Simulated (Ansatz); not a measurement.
I need a rigid scan of one bond length of C₂H₆SSi, SMILES C1CS[SiH2]1. Use the Python package of Ansatz (0.2.0). Use (for the species named): r2scan0, 6-31G* basis, multiplicity 1.

| atom | x (Å) | y (Å) | z (Å) |
| --- | --- | --- | --- |
| C | -0.7431 | 0.1921 | -0.2420 |
| C | -0.0552 | -1.1123 | -0.5147 |
| S | 0.8461 | -1.1348 | 1.0755 |
| Si | 0.7449 | 0.9427 | 0.7053 |
| H | -1.0509 | 0.7816 | -1.1791 |
| H | -1.6985 | 0.1531 | 0.3529 |
| H | -0.7029 | -1.9602 | -0.6314 |
| H | 0.6467 | -1.0883 | -1.3999 |
| H | 0.3217 | 1.7340 | 1.9584 |
| H | 1.7742 | 1.4410 | -0.1221 |

The script, `c2h6ssi_scan.py`:
```python
"""Potential curve of C2H6SSi along one bond."""

import ansatz
import numpy as np


def main() -> None:
    mol = (
        ansatz.Crystal.molecule()
        .atom("C", [-0.7431, 0.1921, -0.242])
        .atom("C", [-0.0552, -1.1123, -0.5147])
        .atom("S", [0.8461, -1.1348, 1.0755])
        .atom("Si", [0.7449, 0.9427, 0.7053])
        .atom("H", [-1.0509, 0.7816, -1.1791])
        .atom("H", [-1.6985, 0.1531, 0.3529])
        .atom("H", [-0.7029, -1.9602, -0.6314])
        .atom("H", [0.6467, -1.0883, -1.3999])
        .atom("H", [0.3217, 1.734, 1.9584])
        .atom("H", [1.7742, 1.441, -0.1221])
    )

    symbols = [site.symbol for site in mol.cartesian_sites]
    start = np.array([site.position_ang for site in mol.cartesian_sites])
    axis = (start[6] - start[1]) / np.linalg.norm(start[6] - start[1])
    moving = [6]
    lengths, energies = [0.945, 0.987, 1.03, 1.073, 1.116, 1.159, 1.202, 1.267], []
    for length in lengths:
        xyz = start.copy()
        xyz[moving] += (length - np.linalg.norm(start[6] - start[1])) * axis
        point = ansatz.Crystal.molecule()
        for symbol, place in zip(symbols, xyz):
            point = point.atom(symbol, place.tolist())
        model = point.calculation().basis(gaussian="6-31G*").functional("r2scan0")
        data = model.run().report
        energies.append(data["free_energy_ev"])
        print(f"r = {length:6.3f} A  E = {energies[-1]:.5f} eV  <S^2> = {abs(data['mean_field']['state']['spin_squared']):.3f}")

    # quartic fit about the minimum
    fit = np.polynomial.Polynomial.fit(lengths, np.array(energies) - min(energies), 4).convert()
    roots = [r.real for r in fit.deriv().roots() if abs(r.imag) < 1e-9 and fit.deriv(2)(r.real) > 0]
    r_e = min(roots, key=lambda r: abs(r - lengths[int(np.argmin(energies))]))
    print(f"minimum of the fit at {r_e:.4f} A, force constant {fit.deriv(2)(r_e):.2f} eV/A^2")


if __name__ == "__main__":
    main()
```

```console
$ python c2h6ssi_scan.py
r =  0.945 A  E = -20879.80821 eV  <S^2> = 0.000
r =  0.987 A  E = -20880.07208 eV  <S^2> = 0.000
r =  1.030 A  E = -20880.22846 eV  <S^2> = 0.000
r =  1.073 A  E = -20880.29437 eV  <S^2> = 0.000
r =  1.116 A  E = -20880.28964 eV  <S^2> = 0.000
r =  1.159 A  E = -20880.23010 eV  <S^2> = 0.000
r =  1.202 A  E = -20880.12840 eV  <S^2> = 0.000
r =  1.267 A  E = -20879.91653 eV  <S^2> = 0.000
minimum of the fit at 1.0906 A, force constant 34.37 eV/A^2
```

What to keep in mind:
- Total energies depend on the basis set; only differences at equal settings carry meaning.
- The rest of the molecule is held rigid at a force-field or estimated start geometry, and the basis set is modest; single-reference methods fail as a bond breaks.
- The orbitals are restricted, so S² is zero by construction.
- Wall time of the script: 45 s on 1 thread of Arm Neoverse V2 (shared host), peak memory 0.24 GiB.
